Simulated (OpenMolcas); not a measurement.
**Tb³⁺ among point charges: CASSCF levels and susceptibility**

Aim: the splitting of the states of Tb³⁺ in the field of 6 point charges, its lowest levels with spin-orbit coupling and its magnetic susceptibility.

Method: state-averaged CASSCF, spin-orbit coupling by RASSI with atomic mean-field integrals. Code: OpenMolcas 26.06.

## 1. Starting point

* Species: Tb³⁺ (terbium, Z = 65, 62 electrons)
* Basis: ANO-RCC-VDZP [7s6p4d2f1g], 68 functions
* Scalar Hamiltonian: DKH2, point nucleus
* Inactive shells: 1s 2s 2p 3s 3p 3d 4s 4p 4d 5s 5p
* Active space: 8 electrons in 7 orbitals (4f)
* Some configurations of this space: 4f⁸
* Orbitals: optimised for the highest spin of each parity, averaged over all roots

Outer shells as boxes (Hund's rule):

4f8
```
4f [↑↓][↑ ][↑ ][↑ ][↑ ][↑ ][↑ ]
```

The ion sits among 6 point charges of -1.5 e arranged as a trigonal antiprism (D3d), 2.36 Å from the ion, with a polar angle of 61.9° against the regular 54.74°.

The work runs as a chain of OpenMolcas steps in one folder; each step below is one input file. Labels, J, g values, rates, χT and fits are worked out afterwards by a script from the matrices that RASSI stores. The input lists half of the charges; inversion (Group=XYZ) makes the rest.

## 2. Basis and integrals

Input file a.inp:

```
&GATEWAY
Coord
1

Tb 0.0 0.0 0.0
Basis=ANO-RCC-VDZP
Group=XYZ
NoMove
AngMom=0.0 0.0 0.0
AMFI
XField
3 Angstrom 0
0.000000 2.080873 1.113359 -1.500000
1.802089 -1.040436 1.113359 -1.500000
1.802089 1.040436 -1.113359 -1.500000
&SEWARD
```

The run is started by

```sh
> OMP_NUM_THREADS=1 MOLCAS_MEM=2252 MOLCAS_PROJECT=a pymolcas a.inp > a.log
```

## 3. Reference wave functions, septets of even parity, 7 roots

Input file a.inp:

```
&RASSCF
FileOrb=start.orb
Symmetry=1
Spin=7
nActEl=8 0 0
Inactive=15 12
Ras2=0 7
CIRoot=7 7 1
SDav=7
CIMx=300
Iter=120 100
PrWF=0.3
OrbListing=Nothing
MaxOrb=0
>>> COPY $Project.JobIph JOB001
```

start.orb holds the contracted functions of the basis, ordered by shell, or the orbitals of the step before.

## 4. Reference wave functions, quintets of even parity, 140 roots

Input file a.inp:

```
&RASSCF
FileOrb=start.orb
Symmetry=1
Spin=5
nActEl=8 0 0
Inactive=15 12
Ras2=0 7
CIRoot=140 140 1
SDav=140
CIMx=300
Iter=120 100
PrWF=0.3
OrbListing=Nothing
MaxOrb=0
CIOnly
>>> COPY $Project.JobIph JOB002
```

## 5. Reference wave functions, triplets of even parity, 162 roots

Input file a.inp:

```
&RASSCF
FileOrb=start.orb
Symmetry=1
Spin=3
nActEl=8 0 0
Inactive=15 12
Ras2=0 7
CIRoot=162 162 1
SDav=588
CIMx=300
Iter=120 100
PrWF=0.3
OrbListing=Nothing
MaxOrb=0
CIOnly
>>> COPY $Project.JobIph JOB003
```

## 6. State interaction with spin-orbit coupling

Input file a.inp:

```
&RASSI
NrOfJobIphs=2 7 62
1 2 3 4 5 6 7
1 2 3 4 5 6 7 8 9 10 11 12 13 14 15 16 17 18 19 20 21 22 23 24 25 26 27
28 29 30 31 32 33 34 35 36 37 38 39 40 41 42 43 44 45 46 47 48 49 50 51
52 53 54 55 56 57 58 59 60 61 62
IphNames
JOB001
JOB002
EJob
SpinOrbit
DIPRint=1.0
SOCoupling=1000.0
Subsets=2
Property=9
'ANGMOM' 1 'ANGMOM' 2 'ANGMOM' 3 'MLTPL  1' 1 'MLTPL  1' 2 'MLTPL  1' 3
'AMFI' 1 'AMFI' 2 'AMFI' 3
SOProperty=3
'ANGMOM' 1 'ANGMOM' 2 'ANGMOM' 3
```

Before running it: what results should come out? Wanted: spin-free ground state; first state of the same spin within the active space; lowest level; next level.

The runs gave:

| quantity | value |
| --- | --- |
| method | CASSCF |
| spin-free ground state | 7A2, 1-fold in its orbital part |
| first state of the same spin within the active space | 7E at 250 cm⁻¹ |
| lowest level | 1-fold A1 |
| next level | 36.3 cm⁻¹ |
| χT at 300 K | 11.49 cm³ K/mol |
| effective moment at 300 K | 9.59 μB |

In words: The spin-free ground state (7A2) comes to 100 % from free-ion F terms and keeps the highest spin of the shell. The quintets, triplets rest on orbitals optimised for another spin in at least one step, which raises them against the optimised states. Not all states of the active space went into the spin-orbit step. High states of lower spin are left out of the spin-orbit mixing, and CASSCF puts spin-flip levels too high. Point charges carry no covalency, so the field is a model and not that of real ligands.
